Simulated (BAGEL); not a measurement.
# CH6BNO2 (SMILES OBNCO): HF/def2-SVP (density fitting with cc-pvqz-jkfit)

What is the energy change on altering one bond length of CH6BNO2 at HF/def2-SVP (density fitting with cc-pvqz-jkfit)? 

The calculation is run with BAGEL 1.2.2.

1 further run of the same task is left out (set aside as unsound or not needed).

## Step 1: The structure to begin with

The species is CH6BNO2 (11 atoms), meant as a singlet with charge 0. As SMILES, `OBNCO`. Geometry: relaxed at PBE0-D4/def2-TZVP. This is a higher conformer, about 10 kJ/mol above the lowest found by a separate search.

Bond lengths: O1–B2 1.362 Å, B2–N3 1.416 Å, N3–C4 1.423 Å, C4–O5 1.424 Å, O1–H6 0.965 Å, B2–H7 1.197 Å, N3–H8 1.004 Å, C4–H9 1.100 Å, C4–H10 1.096 Å, O5–H11 0.962 Å. Some angles: O1–B2–N3 121.8°, B2–N3–C4 124.5°, N3–C4–O5 109.1°, O1–B2–H7 118.8°, N3–B2–H7 119.3°, B2–O1–H6 111.4°, B2–N3–H8 119.6°, C4–N3–H8 115.8°, N3–C4–H9 110.6°, N3–C4–H10 109.5°.

## Step 2: A single-point energy at HF/def2-SVP (density fitting with cc-pvqz-jkfit)

calc.json reads:

```json
{ "bagel": [

{
  "title": "molecule",
  "basis": "svp",
  "df_basis": "cc-pvqz-jkfit",
  "angstrom": true,
  "geometry": [
    { "atom": "O", "xyz": [   -0.365300,    1.867300,    0.524000 ] },
    { "atom": "B", "xyz": [   -0.151000,    0.776300,    1.310700 ] },
    { "atom": "N", "xyz": [    0.041300,   -0.514500,    0.761600 ] },
    { "atom": "C", "xyz": [   -0.074500,   -0.827100,   -0.621300 ] },
    { "atom": "O", "xyz": [    0.833500,   -0.016400,   -1.360600 ] },
    { "atom": "H", "xyz": [   -0.145900,    1.684700,   -0.397300 ] },
    { "atom": "H", "xyz": [   -0.135500,    0.915900,    2.499600 ] },
    { "atom": "H", "xyz": [    0.344000,   -1.265700,    1.354800 ] },
    { "atom": "H", "xyz": [   -1.095800,   -0.629000,   -0.978300 ] },
    { "atom": "H", "xyz": [    0.142100,   -1.890000,   -0.774600 ] },
    { "atom": "H", "xyz": [    0.672700,   -0.158500,   -2.298200 ] }
  ]
},
{
  "title": "hf"
},
{
  "title": "print",
  "file": "orbitals.molden",
  "orbitals": true
}

]}
```

Launch:

```
BAGEL_NUM_THREADS=1 BAGEL calc.json > calc.out
```

Standard output:

```text
* using 1 threads per process

  ===============================================================
  ===============================================================

  *** Geometry ***

  { "atom" : "O", "xyz" : [     -0.690317,      3.528686,      0.990216 ] },
  { "atom" : "B", "xyz" : [     -0.285349,      1.466994,      2.476864 ] },
  { "atom" : "N", "xyz" : [      0.078046,     -0.972264,      1.439215 ] },
  { "atom" : "C", "xyz" : [     -0.140785,     -1.562992,     -1.174087 ] },
  { "atom" : "O", "xyz" : [      1.575087,     -0.030992,     -2.571161 ] },
  { "atom" : "H", "xyz" : [     -0.275711,      3.183622,     -0.750788 ] },
  { "atom" : "H", "xyz" : [     -0.256058,      1.730800,      4.723559 ] },
  { "atom" : "H", "xyz" : [      0.650066,     -2.391826,      2.560201 ] },
  { "atom" : "H", "xyz" : [     -2.070762,     -1.188638,     -1.848719 ] },
  { "atom" : "H", "xyz" : [      0.268530,     -3.571582,     -1.463782 ] },
  { "atom" : "H", "xyz" : [      1.271219,     -0.299522,     -4.342969 ] },

  Number of auxiliary basis functions:      836

  Since a DF basis is specified, we compute 2- and 3-index integrals:
    o Being stored without compression. Storage requirement is 0.067 GB

  Number of basis functions:      100
  Number of electrons      :       40

    * METHOD: MOLECULE                             0.90

  *** RHF ***

  === Nuclear Repulsion ===
   177.5148725843

      * DIIS with orbital gradients will be used.

  === RHF iteration (svp) ===
      0       -269.80549537          0.01951377           0.19
      1       -270.01672712          0.01161437           0.19
      2       -270.09602804          0.00145293           0.20
      3       -270.09783575          0.00041649           0.20
      4       -270.09794807          0.00010759           0.20
      5       -270.09795791          0.00002713           0.20
      6       -270.09795873          0.00000882           0.20
      7       -270.09795884          0.00000186           0.20
      8       -270.09795884          0.00000095           0.20
      9       -270.09795884          0.00000024           0.21
     10       -270.09795884          0.00000009           0.20
     11       -270.09795884          0.00000004           0.20
     12       -270.09795884          0.00000001           0.21
    * SCF iteration converged.

    * Permanent dipole moment:
           (    0.154151,     1.310080,     0.976637) a.u.

    * METHOD: HF                                   3.00

    * METHOD: PRINT                                0.02

  ===============================================================
```

It took 4.2 s on 1 thread of Arm Neoverse V1, shared host; peak memory 0.21 GiB.

## Step 3: The distorted shape

hf.json reads:

```json
{ "bagel" : [

{
  "title" : "molecule",
  "basis" : "svp",
  "df_basis" : "cc-pvqz-jkfit",
  "angstrom" : true,
  "geometry" : [
    { "atom" : "O", "xyz" : [   -0.307397,    2.023607,    1.215481 ] },
    { "atom" : "B", "xyz" : [   -0.093097,    0.932607,    2.002181 ] },
    { "atom" : "N", "xyz" : [    0.099203,   -0.358193,    1.453081 ] },
    { "atom" : "C", "xyz" : [   -0.074500,   -0.827100,   -0.621300 ] },
    { "atom" : "O", "xyz" : [    0.833500,   -0.016400,   -1.360600 ] },
    { "atom" : "H", "xyz" : [   -0.087997,    1.841007,    0.294181 ] },
    { "atom" : "H", "xyz" : [   -0.077597,    1.072207,    3.191081 ] },
    { "atom" : "H", "xyz" : [    0.401903,   -1.109393,    2.046281 ] },
    { "atom" : "H", "xyz" : [   -1.095800,   -0.629000,   -0.978300 ] },
    { "atom" : "H", "xyz" : [    0.142100,   -1.890000,   -0.774600 ] },
    { "atom" : "H", "xyz" : [    0.672700,   -0.158500,   -2.298200 ] }
  ]
},
{ "title" : "hf" },
{ "title" : "print", "file" : "orbitals.molden", "orbitals" : true }

]}
```

Launch:

```
BAGEL_NUM_THREADS=1 BAGEL hf.json > hf.out
```

Standard output:

```text
* using 1 threads per process

  ===============================================================
  ===============================================================

  *** Geometry ***

  { "atom" : "O", "xyz" : [     -0.580896,      3.824063,      2.296926 ] },
  { "atom" : "B", "xyz" : [     -0.175928,      1.762372,      3.783574 ] },
  { "atom" : "N", "xyz" : [      0.187467,     -0.676887,      2.745925 ] },
  { "atom" : "C", "xyz" : [     -0.140785,     -1.562992,     -1.174087 ] },
  { "atom" : "O", "xyz" : [      1.575087,     -0.030992,     -2.571161 ] },
  { "atom" : "H", "xyz" : [     -0.166290,      3.478999,      0.555922 ] },
  { "atom" : "H", "xyz" : [     -0.146637,      2.026178,      6.030269 ] },
  { "atom" : "H", "xyz" : [      0.759487,     -2.096449,      3.866911 ] },
  { "atom" : "H", "xyz" : [     -2.070762,     -1.188638,     -1.848719 ] },
  { "atom" : "H", "xyz" : [      0.268530,     -3.571582,     -1.463782 ] },
  { "atom" : "H", "xyz" : [      1.271219,     -0.299522,     -4.342969 ] },

  Number of auxiliary basis functions:      836

  Since a DF basis is specified, we compute 2- and 3-index integrals:
    o Being stored without compression. Storage requirement is 0.067 GB

  Number of basis functions:      100
  Number of electrons      :       40

    * METHOD: MOLECULE                             0.90

  *** RHF ***

  === Nuclear Repulsion ===
   160.5279997828

      * DIIS with orbital gradients will be used.

  === RHF iteration (svp) ===
      0       -269.61271684          0.02148293           0.20
      1       -269.83096588          0.01478874           0.20
      2       -269.96088886          0.00180597           0.19
      3       -269.96377379          0.00098445           0.20
      4       -269.96444291          0.00019426           0.19
      5       -269.96450012          0.00008690           0.19
      6       -269.96451345          0.00003886           0.19
      7       -269.96451666          0.00000969           0.19
      8       -269.96451683          0.00000408           0.19
      9       -269.96451685          0.00000225           0.19
     10       -269.96451686          0.00000082           0.19
     11       -269.96451686          0.00000030           0.20
     12       -269.96451686          0.00000014           0.19
     13       -269.96451686          0.00000005           0.20
     14       -269.96451686          0.00000003           0.20
     15       -269.96451686          0.00000002           0.20
     16       -269.96451686          0.00000001           0.19
    * SCF iteration converged.

    * Permanent dipole moment:
           (    0.205810,     1.460251,     1.671173) a.u.

    * METHOD: HF                                   3.69

    * METHOD: PRINT                                0.02

  ===============================================================
```

Wall time 4.8 s (1 thread of Arm Neoverse V1, shared host); peak memory 0.21 GiB.

## Step 4: Outcome

At HF/def2-SVP (density fitting with cc-pvqz-jkfit):

```
                                                         quantity          value
                                        first shape: total energy  -270.09796 Eh
                                       first shape: dipole moment         4.17 D
                                         first shape: HOMO energy      -11.04 eV
                                         first shape: LUMO energy        4.22 eV
                                       first shape: HOMO–LUMO gap       15.26 eV
                                    distorted shape: total energy  -269.96452 Eh
                                   distorted shape: dipole moment         5.67 D
                                     distorted shape: HOMO energy      -10.60 eV
                                     distorted shape: LUMO energy        2.61 eV
                                   distorted shape: HOMO–LUMO gap       13.22 eV
energy change with the N3–C4 bond stretched from 1.423 to 2.134 Å       3.631 eV
```

In words: With the N3–C4 bond stretched from 1.423 to 2.134 Å the energy rises by 3.63 eV (350 kJ/mol). The first shape isn't relaxed at this level, so the change isn't measured from a minimum.
